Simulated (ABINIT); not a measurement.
# TaO (P6/mmm) in ABINIT: a series of runs, part 2 of 2

ABINIT 10.8.3 (patched build).

### 5 Single point, PW91

Input file run.abi:

```
# Pseudopotentials
pp_dirpath "./"
pseudos "Ta.GGA_PBE-JTH.xml, O.GGA_PBE-JTH.xml"

# Structure
acell 3*1.0
rprim
     5.7941081680     0.0000000000     0.0000000000
    -2.8970635326     5.0178464705     0.0000000000
     0.0000000000     0.0000000000     7.2849320050
ntypat 2
znucl 73 8
natom 2
typat 1 2
xcart
     0.0000000000     0.0000000000     3.6424660025
     0.0000000000     0.0000000000     0.0000000000

# Plane-wave basis
ecut 28.0
pawecutdg 50.0
pawxcdev 0
pawovlp 30

# k points
kptopt 1
ngkpt 10 10 7
nshiftk 1
shiftk 0.0 0.0 0.0

# Exchange and correlation
ixc -109134

# Bands and occupations
nband 14
occopt 3
tsmear 0.00183747

# SCF cycle
nstep 100
tolvrs 1.0e-9

# Output
iomode 3
prtwf 0
prteig 0
prtebands 0
enunit 2
prtden 1
prtvha 1
prtvclmb 1
prtpot 1
```

Potentials or basis: JTH PAW PBE v2.0.

On the command line:

```
> abinit run.abi > log 2>&1
```

run.abo:

```text
.Version 10.8.3 of ABINIT
 Symmetries : space group P6/m m m (#191); Bravais hP (primitive hexag.)
================================================================================
 Values of the parameters that define the memory need of the present run
     intxc =       0    ionmov =       0      iscf =      17    lmnmax =      18
     lnmax =       6     mgfft =      36  mpssoang =       3    mqgrid =    3001
     natom =       2  nloc_mem =       2    nspden =       1   nspinor =       1
    nsppol =       1      nsym =      24    n1xccc =       1    ntypat =       2
    occopt =       3   xclevel =       2
       mpw =        1511          nfft =       32400          nkpt =          56
 PAW method is used; the additional fine FFT grid is defined by:
   mgfftf=        48    nfftf =     76800
================================================================================
================================================================================

--------------------------------------------------------------------------------
------------- Echo of variables that govern the present computation ------------
--------------------------------------------------------------------------------
 -outvars: echo values of preprocessed input variables --------
            acell      5.7941112250E+00  5.7941112250E+00  7.2849320050E+00 Bohr
              amu      1.80947900E+02  1.59994000E+01
             ecut      2.80000000E+01 Hartree
           enunit           2
                       outvar_i_n : Printing only first  50 k-points.
              ixc     -109134
                       outvar_i_n : Printing only first  50 k-points.
[... 225 lines left out ...]
internal            : -7.52430943958484E+01
'-kT*entropy'       : -8.94517695351834E-04
total_energy_dc     : -7.52439889135438E+01
total_energy_dc_eV  : -2.04749324501475E+03
...

--- !EnergyTermsWithPAWCore
iteration_state     : {dtset: 1, }
comment             : 'Components of total free energy, including PAW core contributions'
Total energy        : -1.56818415192595E+04
Total energy DC     : -1.56818415234342E+04
Total energy (eV)   : -4.26724646628833E+05
Total energy DC (eV): -4.26724646742431E+05
...

 Cartesian components of stress tensor (hartree/bohr^3)
  sigma(1 1)=  2.55431206E-05  sigma(3 2)=  0.00000000E+00
  sigma(2 2)=  2.55431206E-05  sigma(3 1)=  0.00000000E+00
  sigma(3 3)=  1.99489036E-05  sigma(2 1)=  0.00000000E+00

-Cartesian components of stress tensor (GPa)         [Pressure= -6.9664E-01 GPa]
- sigma(1 1)=  7.51504554E-01  sigma(3 2)=  0.00000000E+00
- sigma(2 2)=  7.51504554E-01  sigma(3 1)=  0.00000000E+00
- sigma(3 3)=  5.86917006E-01  sigma(2 1)=  0.00000000E+00

== END DATASET(S) ==============================================================
================================================================================

 -outvars: echo values of variables after computation  --------
            acell      5.7941112250E+00  5.7941112250E+00  7.2849320050E+00 Bohr
           etotal     -7.5243988914E+01
            fcart     -0.0000000000E+00 -0.0000000000E+00 -0.0000000000E+00
                      -0.0000000000E+00 -0.0000000000E+00 -0.0000000000E+00
            rprim      1.0000000000E+00  0.0000000000E+00  0.0000000000E+00
                      -5.0000000000E-01  8.6602540378E-01  0.0000000000E+00
                       0.0000000000E+00  0.0000000000E+00  1.0000000000E+00
           strten      2.5543120615E-05  2.5543120615E-05  1.9948903566E-05
                       0.0000000000E+00  0.0000000000E+00  0.0000000000E+00
           xangst      0.0000000000E+00  0.0000000000E+00  1.9275099987E+00
                       0.0000000000E+00  0.0000000000E+00  0.0000000000E+00
             xred      0.0000000000E+00  0.0000000000E+00  5.0000000000E-01
                       0.0000000000E+00  0.0000000000E+00  0.0000000000E+00
 Calculation completed.
```

Wall time 45 s (1 thread of Arm Neoverse V2, shared host); peak memory 0.15 GiB.

What came out:

- Free energy: -2047.4932 eV
- Pressure: -0.7 GPa
- Band gap on the k mesh: none (metal or under the smearing width)

Stress tensor (GPa, compression positive):
```
-0.75  0.00  0.00
 0.00 -0.75  0.00
 0.00  0.00 -0.59
```

Caveat: the PAW data sets were made with another functional, which shifts forces and pressure a little; an odd number of electrons without spin polarisation forces a metal; a magnetic or distorted state may lie lower; the atomic spheres overlap. The run has no spin-orbit coupling, so splittings on Ta are missing.

### 6 Single point, WC

run.abi: that of step 5 with these lines changed.

```diff
@@ -31,3 +31,3 @@
 # Exchange and correlation
-ixc -109134
+ixc 23
```

Potentials or basis: JTH PAW PBE v2.0.

On the command line:

```
> abinit run.abi > log 2>&1
```

Run time: 43 s. Hardware: 1 thread of Arm Neoverse V2, shared host; peak memory 0.15 GiB.

It converged, with:

* Free energy: -2046.4723 eV
* Pressure: -5.4 GPa
* Band gap on the k mesh: none (metal or under the smearing width)

Stress tensor (GPa, compression positive):
```
-4.59  0.00  0.00
 0.00 -4.59  0.00
 0.00  0.00 -7.01
```

Levels at points of the mesh, in eV from the Fermi level:
```csv
k point,band 7,band 8,band 9,band 10,band 11,band 12
"(0.00, 0.00, 0.00)",-3.42,-2.31,-2.31,0.61,0.61,3.12
"(0.50, 0.00, 0.00)",-3.00,-2.97,-2.75,-0.64,2.33,3.82
```

Caveat: the PAW data sets were made with another functional, which shifts forces and pressure a little; an odd number of electrons without spin polarisation forces a metal; a magnetic or distorted state may lie lower; the atomic spheres overlap.

### 7 The runs side by side

```csv
level,gap on the mesh (eV),pressure (GPa)
r2SCAN,none,-3.5
SCAN,none,-5.7
revPBE,none,2.6
PW91,none,-0.7
WC,none,-5.4
```

Alike in all rows: task single point; potentials or basis JTH PAW PBE v2.0; no spin polarisation; cell as given; k mesh 10 × 10 × 7; cutoff (eV) 762; smearing fermi-dirac 0.05 eV.

Every run on the cell as given and a fine mesh finds a metal. The pressure there spans -5.7 GPa (SCAN) to 2.6 GPa (revPBE); a positive pressure means that this level wants a larger cell, a negative one a smaller.

Caveats: the PAW data sets were made with another functional, which shifts forces and pressure a little; an odd number of electrons without spin polarisation forces a metal; a magnetic or distorted state may lie lower; the atomic spheres overlap; totals of a meta-GGA on PAW files have another zero than those of a GGA (some runs).

Absolute energies hang on the potentials; compare differences alone.
